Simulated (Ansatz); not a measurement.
# MnF2: the cost of one run

Program: Ansatz 0.2.0. Level of theory: DFT LDA+U (U_eff = 1 eV on Mn d, around-mean-field double counting), plane waves, PAW. These are calculated values, not measurements.

**1. Starting point**

The structure is tetragonal, space group P4_2/mnm (No. 136). Conventional cell: a = 4.873 Å, b = 4.873 Å, c = 3.310 Å, α = 90.00°, β = 90.00°, γ = 90.00°. Mn (site symmetry mmm) is surrounded by 6 F at 2.10 to 2.13 Å. F (site symmetry m2m) is surrounded by 3 Mn at 2.10 to 2.13 Å.

Coordinates:

```
Mn F
1.0
     4.87340    0.00000    0.00000
     0.00000    4.87340    0.00000
     0.00000    0.00000    3.30990
Mn F
2 4
Direct
  0.00000 0.00000 0.00000
  0.50000 0.50000 0.50000
  0.30500 0.30500 0.00000
  0.19500 0.80500 0.50000
  0.69500 0.69500 0.00000
  0.80500 0.19500 0.50000
```

Magnetic order typed: ferromagnetic.

**2. From atoms, symmetry kept, no search**

input.yaml

```yaml
crystal:
  lattice:
    - [4.87339966, 0.0, 0.0]
    - [0.0, 4.87339966, 0.0]
    - [0.0, 0.0, 3.30989977]
  atoms:
    - { symbol: Mn, position: [0.0, 0.0, 0.0], spin: 5.0 }
    - { symbol: Mn, position: [0.5, 0.5, 0.5], spin: 5.0 }
    - { symbol: F, position: [0.305, 0.305, 0.0] }
    - { symbol: F, position: [0.195, 0.805, 0.5] }
    - { symbol: F, position: [0.695, 0.695, 0.0] }
    - { symbol: F, position: [0.805, 0.195, 0.5] }
basis:
  ecutwfc: 420
  ecutrho_ratio: 4
kpoints:
  mp_grid: { grid: [4, 4, 6] }
hamiltonian:
  xc: lda
  hubbard:
    sites: [{ site: 0, l: d, u_eff: 1.0 }, { site: 1, l: d, u_eff: 1.0 }]
    double_counting: amf
scf:
  occupations: { method: gaussian, width: 0.05 }
  lower_state_search: "off"
  max_iter: 150
output:
  forces: true
  stress: true
  eigenvalues: true
  populations: true
  hubbard: { sites: [{ site: 0, l: d }, { site: 1, l: d }] }
magnetization:
  spin_polarized: true
```

The run is started by

```bash
$ ansatz run input.yaml --threads 4 --pin off --max-ram 6144MiB --backend cpu --events-out ev --progress --plain --runs-dir out
```

What time and memory should one allow on 4 threads of AMD EPYC 9R05 (Zen 5), shared host?

About 1.5 s, with a peak of 0.53 GiB.
